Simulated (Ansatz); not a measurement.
# TiO: properties at the relaxed cell

One table from this session's results is given with a row withheld; the runs are named, their logs left out.

Method: DFT PBEsol, scalar-relativistic, plane waves, PAW, in Ansatz 0.2.0.

2 further runs of the same task are left out: 2 set aside as unsound or not needed.

**The starting structure**

Symmetry: P6_3/mmc, No. 194, hexagonal system. The conventional cell has a = 2.819 Å, b = 2.819 Å, c = 5.456 Å, α = 90.00°, β = 90.00°, γ = 120.00°. Around Ti (site symmetry -6m2) lie 6 O at 2.12 Å. O (site symmetry -3m) has 6 Ti at 2.12 Å as nearest neighbours.

Coordinates:

```xyz
4
Lattice="2.8188 0.0000 0.0000 -1.4094 2.4411 0.0000 0.0000 0.0000 5.4563" Properties=species:S:1:pos:R:3 pbc="T T T"
Ti    0.0000    1.6274    1.3641
Ti    1.4094    0.8137    4.0922
O     0.0000    0.0000    0.0000
O     0.0000    0.0000    2.7281
```

It goes back to an entry of the Materials Project, which need not be the stable form.

It is the result of an earlier relaxation at this level (volume 9.39 Å³/atom; gap on the mesh: none (metal)).

The first run:

File input.yaml:

```yaml
crystal:
  lattice:
    - [2.8187689762, 0.0, 0.0]
    - [-1.4093844881, 2.4411255408, 0.0]
    - [0.0, 0.0, 5.4562749454]
  atoms:
    - { symbol: Ti, position: [0.3333333333, 0.6666666667, 0.25] }
    - { symbol: Ti, position: [0.6666666667, 0.3333333333, 0.75] }
    - { symbol: O, position: [0.0, 0.0, 0.0] }
    - { symbol: O, position: [0.0, 0.0, 0.5] }
basis:
  ecutwfc: 420
kpoints:
  mp_grid: { grid: [18, 18, 8] }
  band_path:
    path:
      - [[0.0, 0.0, 0.0], [0.5, 0.0, 0.0], [0.33333333, 0.33333333, 0.0], [0.0, 0.0, 0.0], [0.0, 0.0, 0.5], [0.5, 0.0, 0.5], [0.33333333, 0.33333333, 0.5], [0.0, 0.0, 0.5]]
      - [[0.5, 0.0, 0.5], [0.5, 0.0, 0.0]]
      - [[0.33333333, 0.33333333, 0.5], [0.33333333, 0.33333333, 0.0]]
    npoints: 14
hamiltonian:
  xc: pbesol
scf:
  occupations: { method: gaussian, width: 0.1 }
  n_extra_bands: 10
output:
  forces: true
  stress: true
  eigenvalues: true
  populations: true
  dos: { projected: true, de: 0.02, nscf_kmesh: { grid: [27, 27, 12] } }
  bader: true
  write_density: true
  write_potential: true
  elf: true
  volumetric_format: npy
```

Command:

```bash
ansatz run input.yaml --threads 1 --pin off --max-ram 2560MiB --backend cpu --events-out ev --progress --plain --runs-dir out
```

Steps of the session up to this table: Static run: bands, density of states and charges; Back to the database's cell; Point at V/V0 = 0.97; The cell scaled to 1.03 of its volume; The cell scaled to 0.94 of its volume; Volume × 1.06; The cell scaled to 0.91 of its volume; Volume × 1.10; The cell scaled to 0.88 of its volume.

One of the session's tables, all rows but one given; the rest of the session is left out.

It belongs to the step «Energy against volume». 

| volume (Å³/atom) | energy above the lowest point (meV/atom) | pressure (GPa) |
| --- | --- | --- |
| 8.260 | 133.9 | 42.70 |
| 8.541 | 71.0 | 29.28 |
| 8.823 | 29.8 | 17.90 |
| 9.105 | 7.0 | 8.23 |
| 9.386 | 0.0 | -0.01 |
| 9.668 | 6.3 | -7.01 |
| 9.949 | ? | ? |
| 10.325 | 62.4 | -19.56 |

Estimate the missing values for volume (Å³/atom) = 9.949.

Worked estimate for «energy above the lowest point (meV/atom)». A straight line through the neighbours (9.668, 6.3) and (10.325, 62.4) gives 6.3 + (62.4 − 6.3) × (9.949 − 9.668) / (10.325 − 9.668) = 30.3; a parabola fitted to 3 rows on both sides gives 23.2.

As computed: energy above the lowest point (meV/atom): 24.0; pressure (GPa): -12.98. In «energy above the lowest point (meV/atom)» the line misses by +6.3 and the parabola by -0.8.

Limits of these values: Spin polarisation is off in the runs that give these values; a magnetic solution could lie lower.
